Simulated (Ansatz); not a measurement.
# Sn2TeO2: a trial structure relaxed, part 2 of 2

Where does this trial cell of Sn2TeO2 go when cell and atoms are let free?

Ansatz 0.2.0; DFT PBE, scalar-relativistic, plane waves, PAW. Earlier steps stand in the parts before.

## (4) Final relaxation

The end of the coarse run is made exact in the group found at a tolerance of 0.06 Å and reduced to its primitive cell.

File input.yaml:

```yaml
crystal:
  lattice:
    - [-1.8978964216, 1.8978964216, 6.4875565416]
    - [1.8978964216, -1.8978964216, 6.4875565416]
    - [1.8978964216, 1.8978964216, -6.4875565416]
  atoms:
    - { symbol: Sn, position: [0.6575520659, 0.6575520659, 0.0] }
    - { symbol: Sn, position: [0.3424479341, 0.3424479341, 0.0] }
    - { symbol: Te, position: [0.0, 0.0, 0.0] }
    - { symbol: O, position: [0.25, 0.75, 0.5] }
    - { symbol: O, position: [0.75, 0.25, 0.5] }
basis:
  ecutwfc: 420
kpoints:
  mp_grid: { grid: [14, 14, 14] }
hamiltonian:
  xc: pbe
scf:
  occupations: { method: gaussian, width: 0.1 }
output:
  forces: true
  stress: true
  eigenvalues: true
relax:
  adjacent_minimum: "off"
  f_tol: 0.01
  max_steps: 80
  cell: { stress_tol: 0.05 }
```

On the command line:

```sh
$ ansatz run input.yaml --threads 1 --pin off --max-ram 2560MiB --backend cpu --events-out ev --progress --plain --runs-dir out
```

What it wrote:

```text
Warning: RAYON_NUM_THREADS=1 ignored (pool sized by the plan → 1); use --threads N
basis.fft_grid_basis auto: the FFT boxes are laid along the combinations [[1, 0, 1], [0, 1, 1], [0, 0, 1]] of the cell's own vectors, 3.796, 3.796 and 7.021 Å long. The dense box has 27×27×48 points. Along the cell's own vectors, as sized, it would have 48×48×48, 3.16 times as many. Of the 16 symmetry operations that the crystal satisfies within crystal.symmetry.tolerance (time reversal apart; of a slab, those that keep its plane) the dense box along the cell's own vectors carries 16, and the one as laid loses 12 of those. basis.fft_grid_basis: typed keeps the cell's own vectors: state it where this run's energies or levels are differenced outside the engine with another run's, or held beside a run that keeps those vectors.
Engine: ansatz 0.2.0, x86_64-unknown-linux-gnu
Pseudopotentials: kind: paw
Pseudopotential: Sn, paw, valence charge 14, recommended cutoff 420 eV (normal), Sn.paw.azcp
Pseudopotential: Te, paw, valence charge 16, recommended cutoff 420 eV (normal), Te.paw.azcp
Pseudopotential: O, paw, valence charge 6, recommended cutoff 420 eV (normal), O.paw.azcp
Functional definition: PBE
  parameter kappa = 0.804
  parameter beta = 0.06672455060314922
  exchange = pbe_x(kappa = kappa, mu = beta*pi^2/3)
  correlation = pbe_c(beta = beta)
Crystal: 5 atoms, lattice volume = 93.473 Å³
Basis set: ecut = 420 eV, 1833 PW (Γ), FFT grids on a1+a3, a2+a3, a3, exchange–correlation on 54×54×96 points (8 copies of the dense FFT grid, shifted against one another)
Bands: 34, of which v1, the nominal top of the filled ones, is band 28 counted from 1 (27 counted from 0)
Symmetry: 16 space group operations
Space group: I4/mmm (ITA 139), of the structure as read, at distance tolerance 4.5e-5 Å
k-points: 244 of 2744
Non-local potential: Sn, projectors of the file, l = 0: 2, l = 1: 2, l = 2: 2, l = 3: 2
Non-local potential: Te, projectors of the file, l = 0: 2, l = 1: 2, l = 2: 2, l = 3: 2
Non-local potential: O, projectors of the file, l = 0: 2, l = 1: 2, l = 2: 1
PAW form: soft (Blöchl's): semilocal exchange-correlation on the pseudo side does not see the compensation charge
PAW one-centre angular grid: Sn, 590 points (default); XC on 64 Gauss nodes
PAW one-centre angular grid: Te, 590 points (default); XC on 64 Gauss nodes
PAW one-centre angular grid: O, 110 points (default); XC on 64 Gauss nodes
Initial density: superposition of atomic densities (neutral atoms: chi_scale 0, normalization atom), corrected by the library's trained network
Initial wavefunctions: pseudopotential atomic-orbital guess
Functional: x = pbe(κ = 0.804, μ = 0.2195149727645171), c = pbe(β = 0.06672455060314922)
SCF iter   1: F=—  HF=-20162.857124 eV  |F-HF|=—  |Δ(HF+E_count)|=         —  Δρ=3.22e-3  dr2=1.85e-2  ethr=1.77e-3  ⟨swp⟩=6.9  Hψ=37234  notcnv=0  defer=41
preconditioner: auto → Kerker (q_TF=auto, 2.505 Å⁻¹)  [metal: Δε(μ)=0.003 eV  Ē_g=17.106 eV  σ=0.100 eV  W_gap=0.01  n_scr=24 (ndim 8)  ℏωp=26.0 eV  f_vac=0.000  D(μ)=2.18/eV (n_scr^D=12)]
SCF iter   2: F=—  HF=-20162.855105 eV  |F-HF|=—  |Δ(HF+E_count)|=   2.02e-3  Δρ=1.65e-3  dr2=8.15e-3  ethr=3.30e-5  ⟨swp⟩=1.8  Hψ=13896  notcnv=0  defer=50
SCF iter   3: F=—  HF=-20162.854426 eV  |F-HF|=—  |Δ(HF+E_count)|=   6.79e-4  Δρ=6.32e-4  dr2=1.70e-3  ethr=1.46e-5  ⟨swp⟩=1.9  Hψ=9100  notcnv=0  defer=50
SCF iter   4: F=—  HF=-20162.854075 eV  |F-HF|=—  |Δ(HF+E_count)|=   3.51e-4  Δρ=2.78e-4  dr2=3.01e-4  ethr=3.03e-6  ⟨swp⟩=2.2  Hψ=9870  notcnv=0  defer=50
SCF iter   5: F=—  HF=-20162.854025 eV  |F-HF|=—  |Δ(HF+E_count)|=   5.03e-5  Δρ=1.17e-4  dr2=1.41e-5  ethr=5.38e-7  ⟨swp⟩=2.9  Hψ=13988  notcnv=0  defer=50
SCF iter   6: F=—  HF=-20162.854024 eV  |F-HF|=—  |Δ(HF+E_count)|=   1.07e-6  Δρ=2.89e-5  dr2=1.34e-6  ethr=2.52e-8  ⟨swp⟩=2.0  Hψ=14813  notcnv=0  defer=50
SCF iter   7: F=—  HF=-20162.854024 eV  |F-HF|=—  |Δ(HF+E_count)|=   5.57e-8  Δρ=1.26e-5  dr2=2.11e-7  ethr=2.39e-9  ⟨swp⟩=2.0  Hψ=14802  notcnv=0  defer=51
SCF iter   8: F=-20162.854024 eV  HF=-20162.854024 eV  |F-HF|=2.20e-9  |Δ(HF+E_count)|=   2.30e-8  Δρ=3.84e-6  dr2=2.13e-8  ethr=1.79e-10  ⟨swp⟩=10.2  Hψ=38985  notcnv=0
SCF 1 converged in 8 iterations: F = -20162.854024 eV  dr2 = 2.13e-8
relax step   1: F+E_penalty+E_count = -20162.85402393 eV  Δ(F+E_penalty+E_count) = +0.000e0 eV  max|allowed force component| = 3.549e-2 eV/Å  Δτ_max = 0.0000 Å  P = +0.057 GPa  Ω = 93.473 Å³  (8 SCF iters, dr2 threshold 1.00e-7 eV, accepted)
Crystal: 5 atoms, lattice volume = 93.320 Å³
Initial density: handed on by an earlier stage of this run
Initial wavefunctions: those handed on with the density
iter 1 solved again at ethr=2.07e-7 eV; its pass at ethr=3.10e-3 eV (dr2=1.16e-4 eV) is discarded
SCF iter   1: F=—  HF=-20162.854557 eV  |F-HF|=—  |Δ(HF+E_count)|=         —  Δρ=3.82e-4  dr2=1.09e-4  ethr=2.07e-7  ⟨swp⟩=3.0  Hψ=42451  notcnv=0
preconditioner: auto → Kerker (q_TF=auto, 2.506 Å⁻¹)  [metal: Δε(μ)=0.005 eV  Ē_g=17.134 eV  σ=0.100 eV  W_gap=0.03  n_scr=24 (ndim 8)  ℏωp=26.1 eV  f_vac=0.000  D(μ)=2.14/eV (n_scr^D=12)]
SCF iter   2: F=—  HF=-20162.854540 eV  |F-HF|=—  |Δ(HF+E_count)|=   1.68e-5  Δρ=2.06e-4  dr2=3.62e-5  ethr=1.95e-7  ⟨swp⟩=1.0  Hψ=8296  notcnv=0
SCF iter   3: F=—  HF=-20162.854529 eV  |F-HF|=—  |Δ(HF+E_count)|=   1.14e-5  Δρ=3.62e-5  dr2=2.07e-6  ethr=6.47e-8  ⟨swp⟩=2.4  Hψ=13622  notcnv=0
SCF iter   4: F=—  HF=-20162.854528 eV  |F-HF|=—  |Δ(HF+E_count)|=   3.24e-7  Δρ=1.21e-5  dr2=1.72e-7  ethr=3.70e-9  ⟨swp⟩=2.3  Hψ=13229  notcnv=0
iter 5 did not close the SCF: its close was put off for the readings that it lacked (scf_convergence_deferred on its scf_iter line)
SCF iter   5: F=-20162.854528 eV  HF=-20162.854528 eV  |F-HF|=3.27e-9  |Δ(HF+E_count)|=   2.66e-9  Δρ=3.94e-6  dr2=1.97e-8  ethr=3.07e-10  ⟨swp⟩=2.1  Hψ=13476  notcnv=0
SCF iter   6: F=-20162.854528 eV  HF=-20162.854528 eV  |F-HF|=8.37e-11  |Δ(HF+E_count)|=   5.62e-9  Δρ=1.48e-6  dr2=3.36e-9  ethr=3.52e-11  ⟨swp⟩=3.5  Hψ=30900  notcnv=0
SCF 2 converged in 6 iterations: F = -20162.854528 eV  dr2 = 3.36e-9
relax step   2: F+E_penalty+E_count = -20162.85452820 eV  Δ(F+E_penalty+E_count) = -5.043e-4 eV  max|allowed force component| = 1.630e-2 eV/Å  Δτ_max = 0.0048 Å  P = -0.009 GPa  Ω = 93.320 Å³  energy of the carried Pulay correction = +3.374e-4 eV  (6 SCF iters, dr2 threshold 7.87e-8 eV, accepted)
Crystal: 5 atoms, lattice volume = 93.375 Å³
iter 1 solved again at ethr=1.87e-8 eV; its pass at ethr=3.10e-3 eV (dr2=1.05e-5 eV) is discarded
SCF iter   1: F=—  HF=-20162.854431 eV  |F-HF|=—  |Δ(HF+E_count)|=         —  Δρ=1.26e-4  dr2=1.03e-5  ethr=1.87e-8  ⟨swp⟩=2.0  Hψ=39359  notcnv=0
preconditioner: auto → Kerker (q_TF=auto, 2.505 Å⁻¹)  [metal: Δε(μ)=0.001 eV  Ē_g=17.138 eV  σ=0.100 eV  W_gap=0.01  n_scr=24 (ndim 8)  ℏωp=26.1 eV  f_vac=0.000  D(μ)=2.13/eV (n_scr^D=12)]
SCF iter   2: F=—  HF=-20162.854427 eV  |F-HF|=—  |Δ(HF+E_count)|=   4.75e-6  Δρ=6.64e-5  dr2=3.31e-6  ethr=1.84e-8  ⟨swp⟩=1.6  Hψ=10110  notcnv=0
SCF iter   3: F=—  HF=-20162.854426 eV  |F-HF|=—  |Δ(HF+E_count)|=   6.83e-7  Δρ=1.05e-5  dr2=1.68e-7  ethr=5.91e-9  ⟨swp⟩=2.3  Hψ=13306  notcnv=0
SCF iter   4: F=—  HF=-20162.854426 eV  |F-HF|=—  |Δ(HF+E_count)|=   9.36e-9  Δρ=3.64e-6  dr2=1.82e-8  ethr=2.99e-10  ⟨swp⟩=2.4  Hψ=12098  notcnv=0
iter 5 did not close the SCF: its close was put off for the readings that it lacked (scf_convergence_deferred on its scf_iter line)
SCF iter   5: F=-20162.854426 eV  HF=-20162.854426 eV  |F-HF|=1.13e-10  |Δ(HF+E_count)|=  3.31e-10  Δρ=1.15e-6  dr2=1.83e-9  ethr=3.24e-11  ⟨swp⟩=2.0  Hψ=13643  notcnv=0
SCF iter   6: F=-20162.854426 eV  HF=-20162.854426 eV  |F-HF|=7.28e-12  |Δ(HF+E_count)|=  3.24e-10  Δρ=4.16e-7  dr2=2.35e-10  ethr=3.27e-12  ⟨swp⟩=2.5  Hψ=25759  notcnv=0
SCF 3 converged in 6 iterations: F = -20162.854426 eV  dr2 = 2.35e-10
relax step   3: F+E_penalty+E_count = -20162.85442594 eV  Δ(F+E_penalty+E_count) = +1.023e-4 eV  max|allowed force component| = 4.050e-3 eV/Å  Δτ_max = 0.0015 Å  P = -0.002 GPa  Ω = 93.375 Å³  energy of the carried Pulay correction = +2.155e-4 eV  (6 SCF iters, dr2 threshold 1.66e-8 eV, accepted)
Initial wavefunctions: pseudopotential atomic-orbital guess (no wavefunctions were taken with the density)
iter 1 solved again at ethr=1.44e-7 eV; its pass at ethr=3.10e-3 eV (dr2=8.07e-5 eV) is discarded
SCF iter   1: F=—  HF=-20162.854238 eV  |F-HF|=—  |Δ(HF+E_count)|=         —  Δρ=1.15e-5  dr2=2.24e-8  ethr=1.44e-7  ⟨swp⟩=3.0  Hψ=59236  notcnv=0
eigensolver tolerance schedule: the retry pair's looser diagonalisation over-reported the residual by 3605.74 of it (diagonalisation noise at 0.20 of the residual, at the tolerance the schedule requests for it); recorded, not acted on — ethr = c·dr2/N_el stays at c = 1.0e-1
preconditioner: auto → Kerker (q_TF=auto, 2.505 Å⁻¹)  [metal: Δε(μ)=0.001 eV  Ē_g=17.137 eV  σ=0.100 eV  W_gap=0.01  n_scr=24 (ndim 8)  ℏωp=26.1 eV  f_vac=0.000  D(μ)=2.13/eV (n_scr^D=12)]
SCF iter   2: F=—  HF=-20162.854235 eV  |F-HF|=—  |Δ(HF+E_count)|=   2.83e-6  Δρ=5.69e-6  dr2=4.91e-9  ethr=3.99e-11  ⟨swp⟩=3.5  Hψ=19150  notcnv=0
SCF iter   3: F=—  HF=-20162.854235 eV  |F-HF|=—  |Δ(HF+E_count)|=   1.32e-8  Δρ=2.40e-6  dr2=1.02e-9  ethr=8.76e-12  ⟨swp⟩=2.1  Hψ=10848  notcnv=0
SCF iter   4: F=—  HF=-20162.854235 eV  |F-HF|=—  |Δ(HF+E_count)|=   2.98e-9  Δρ=1.66e-7  dr2=6.88e-11  ethr=1.82e-12  ⟨swp⟩=2.0  Hψ=11603  notcnv=0
iter 5 did not close the SCF: its close was put off for the readings that it lacked (scf_convergence_deferred on its scf_iter line)
SCF iter   5: F=-20162.854235 eV  HF=-20162.854235 eV  |F-HF|=7.28e-12  |Δ(HF+E_count)|=    0.00e0  Δρ=6.67e-8  dr2=1.42e-11  ethr=1.00e-12  ⟨swp⟩=1.0  Hψ=8296  notcnv=0
iter 6 did not close the SCF: its close was put off for the readings that it lacked (scf_convergence_deferred on its scf_iter line)
SCF iter   6: F=-20162.854235 eV  HF=-20162.854235 eV  |F-HF|=3.64e-12  |Δ(HF+E_count)|=    0.00e0  Δρ=2.27e-8  dr2=1.44e-12  ethr=1.00e-12  ⟨swp⟩=1.0  Hψ=8296  notcnv=0
iter 7 did not close the SCF: its close was put off for the readings that it lacked (scf_convergence_deferred on its scf_iter line)
SCF iter   7: F=-20162.854235 eV  HF=-20162.854235 eV  |F-HF|=0.00e0  |Δ(HF+E_count)|=  3.64e-12  Δρ=1.21e-8  dr2=2.65e-13  ethr=1.00e-12  ⟨swp⟩=1.0  Hψ=8296  notcnv=0
iter 8 did not close the SCF: its close was put off for the readings that it lacked (scf_convergence_deferred on its scf_iter line)
SCF iter   8: F=-20162.854235 eV  HF=-20162.854235 eV  |F-HF|=3.64e-12  |Δ(HF+E_count)|=    0.00e0  Δρ=5.24e-9  dr2=3.64e-14  ethr=1.00e-12  ⟨swp⟩=1.0  Hψ=8296  notcnv=0
SCF iter   9: F=-20162.854235 eV  HF=-20162.854235 eV  |F-HF|=7.28e-12  |Δ(HF+E_count)|=  3.64e-12  Δρ=1.10e-9  dr2=1.71e-15  ethr=1.00e-12  ⟨swp⟩=2.3  Hψ=22209  notcnv=0
SCF 4 converged in 9 iterations: F = -20162.854235 eV  dr2 = 1.71e-15
relax step   4: F+E_penalty+E_count = -20162.85423478 eV  Δ(F+E_penalty+E_count) = +1.912e-4 eV  max|allowed force component| = 4.085e-3 eV/Å  Δτ_max = 0.0000 Å  P = -0.005 GPa  Ω = 93.375 Å³  stress off target by 4.78e-3 GPa  SCF on the basis re-selected at this cell (its energy is not comparable with the rows above)  (9 SCF iters)
basis re-selected at this cell: Δ(F+E_penalty+E_count) = +1.912e-4 eV, ΔP = -0.003 GPa vs the last step (what re-selecting the basis moved, of the pressure what is left beyond the Pulay correction that the steps carried, after the strain that the cell walked since its last selection, with what the two solves' SCF thresholds leave and, on support functions, any second-order correction that the steps lacked; it is no measure of the basis error at this ecutwfc). This SCF's stress stands 4.78e-3 GPa from its target on what of the cell is left free (relax.cell.stress_tol is 5.00e-2 GPa) and its largest allowed force component is 4.09e-3 eV/Å (relax.f_tol is 1.00e-2 eV/Å): within both
SCF converged after 9 iterations
Free energy (F): -20162.854235 eV
Harris-Foulkes:  -20162.854235 eV  (|F-HF|=7.28e-12)
Internal energy: -20162.843562 eV  (E = F + TS)
E sigma→0 (E₀):  -20162.848898 eV
Entropy (-TS):   -0.010673 eV (-2.135 meV/atom)
Fermi energy:    10.649987 eV
--- Per-component energies (eV) ---
  E_band       = -371.337842
  E_kinetic    = 903.233555
  E_local      = -3401.964627  (includes V_loc(G=0)·N_el)
  E_nonlocal   = -277.435602
  E_hartree    = 2027.882496
  E_xc         = -1035.469052
  E_vxc        = -482.929810  (∫ρ·V_xc dr)
  E_paw        = -13255.091966  (= ΣΔE_a)
  E_vpaw       = -1168.010957  (= ΣTr[D̂ρ^β])
  E_aug_tail   = 0.004609  (compensation charges beyond the density's cutoff)
  E_ewald      = -5124.002974
  E_smearing   = -0.010673  (= −TS)
  E_closure    = 0.000000  (closes the sum)
  Σ components = -20162.854235   (vs F -20162.854235, Δ=0.00e0)
--- Forces (eV/Å), atoms counted from 1 ---
  atom   1  Sn    -0.00000000     0.00000000    -0.00408506
  atom   2  Sn     0.00000000     0.00000000     0.00408506
  atom   3  Te    -0.00000000    -0.00000000     0.00000000
  atom   4  O     -0.00000000     0.00000000     0.00000000
  atom   5  O     -0.00000000     0.00000000     0.00000000
  max |Σ_I F_I| component: 2.08e-17 eV/Å
--- Stress (GPa, compression-positive) ---
       -0.004622       0.000000       0.000000
        0.000000      -0.004622       0.000000
        0.000000       0.000000      -0.004783
  P = ⅓ Tr σ = -0.0047 GPa (-0.047 kbar)
--- Band table (eV; the first three rows and the last of 244) ---
  k-point 0: bands = ["-25.9394", "-25.9301", "-25.8759", "-25.8759", "-25.8598", "-11.0811", "-10.7502", "-10.7347", "-10.7347", "-10.6995", "-10.6888", "-10.6776", "-10.6604", "-10.6604", "-10.6594", "-9.0716", "-6.5533", "-0.9617", "2.2315", "4.9846", "4.9846", "7.0684", "7.5138", "7.9949", "7.9949", "8.3518", "10.0742", "10.0742", "11.4550", "12.7909", "15.8848", "15.9519", "16.4066", "16.4066"]
  k-point 1: bands = ["-25.9388", "-25.9302", "-25.8760", "-25.8760", "-25.8596", "-11.0775", "-10.7466", "-10.7349", "-10.7333", "-10.7059", "-10.6962", "-10.6859", "-10.6660", "-10.6602", "-10.6600", "-8.9904", "-6.6000", "-0.8882", "2.2892", "4.8543", "5.1291", "6.4984", "7.3322", "8.0663", "8.0916", "8.4167", "9.9014", "10.0804", "11.4697", "13.3251", "15.4543", "15.9338", "16.1022", "16.2889"]
  k-point 2: bands = ["-25.9372", "-25.9308", "-25.8763", "-25.8763", "-25.8590", "-11.0685", "-10.7779", "-10.7364", "-10.7339", "-10.7293", "-10.6895", "-10.6870", "-10.6665", "-10.6613", "-10.6596", "-8.7688", "-6.7280", "-0.6768", "2.4342", "4.5711", "5.5434", "5.5461", "6.9229", "7.6391", "8.1878", "8.5746", "9.5006", "10.5406", "11.3537", "14.3126", "15.0522", "15.1557", "15.3493", "16.8710"]
  k-point 243: bands = ["-25.9394", "-25.9301", "-25.8759", "-25.8759", "-25.8598", "-11.0814", "-10.7498", "-10.7380", "-10.7380", "-10.7092", "-10.6887", "-10.6680", "-10.6596", "-10.6569", "-10.6569", "-9.0661", "-6.5532", "-1.1965", "3.5151", "4.7999", "4.9487", "4.9487", "7.5222", "8.0139", "8.0139", "9.9671", "10.3403", "10.3403", "11.2906", "13.7550", "14.6402", "14.6402", "14.7631", "15.5934"]
--- Relaxed structure (3 steps of the walk, 3 accepted, 1 SCFs on fresh bases) ---
  F+E_penalty+E_count = -20162.85423478 eV   max|allowed force component| = 4.085e-3 eV/Å   (the final SCF, on the basis selected at the relaxed cell)
  cell:  # Å, volume = 93.3755 Å³
    - [-1.899007645057459, 1.899007645057459, 6.4732062351907045]
    - [1.899007645057459, -1.899007645057459, 6.4732062351907045]
    - [1.899007645057459, 1.899007645057459, -6.4732062351907045]
  atoms:
    - { symbol: Sn, position: [0.6573046963163299, 0.6573046963163299, -4.1007152391534313e-35] }
    - { symbol: Sn, position: [0.3426953036836701, 0.3426953036836701, -4.006249428031486e-35] }
    - { symbol: Te, position: [3.008164781239196e-20, 3.0081647812391954e-20, -1.482516772836423e-35] }
    - { symbol: O, position: [0.25000000000000006, 0.75, 0.5] }
    - { symbol: O, position: [0.75, 0.25000000000000006, 0.5] }
```

Run time: 83 s. Hardware: 1 thread of Intel Xeon 6975P-C (Granite Rapids), shared host; peak memory 0.83 GiB.

The steps of the relaxation:

```
step  energy from step 1 (eV/cell)  largest force component (eV/Å)  pressure (GPa)  volume (Å³)
   1                        0.0000                          0.0355            0.06        93.47
   2                       -0.0005                          0.0163           -0.01        93.32
   3                       -0.0004                          0.0040            0.00        93.38
   4                       -0.0002                          0.0041            0.00        93.38
```

Step 1 is the start. Step 4 repeats the geometry before it on a plane-wave basis chosen anew for that cell, so its energy need not be comparable with the rows above.

Lengths and angles in the start's conventional setting:

|  | before | after | change |
| --- | --- | --- | --- |
| a (Å) | 3.796 | 3.798 | +0.1 % |
| b (Å) | 3.796 | 3.798 | +0.1 % |
| c (Å) | 12.975 | 12.946 | -0.2 % |
| volume (Å³/atom) | 18.69 | 18.68 | -0.1 % |
| shortest distance (Å) | 2.245 | 2.246 | +0.1 % |
| space group (0.01 Å) | I4/mmm | I4/mmm | same |

The run keeps the 16 symmetry operations of the start, so it could not have lowered the symmetry.

## (5) What came out

The summary covers parts 1 to 2. Changes of volume or cell count from the first structure of part 1.

```
                                                                       quantity                                                                       value
                                         symmetry at the end (tolerance 0.05 Å)                                                space group I4/mmm (No. 139)
                                                              conventional cell  a = 3.798 Å, b = 3.798 Å, c = 12.946 Å, α = 90.00°, β = 90.00°, γ = 90.00°
                                                                         volume                                                               18.68 Å³/atom
energy over the elements (uncorrected; H, N, O, F and Cl as molecules), grey Sn                                                               -0.91 eV/atom
                                                                gap on the mesh                                                                none (metal)
```

In words: The space group I4/mmm (No. 139) is kept, and the volume per atom shrinks by 12.9 % from the first guess. A negative formation energy is needed for stability but isn't enough; other structures and compounds were not set against it here. No finished test with a distortion of lower symmetry is shown, so the end may be a saddle point. The runs treat Te without spin-orbit coupling.
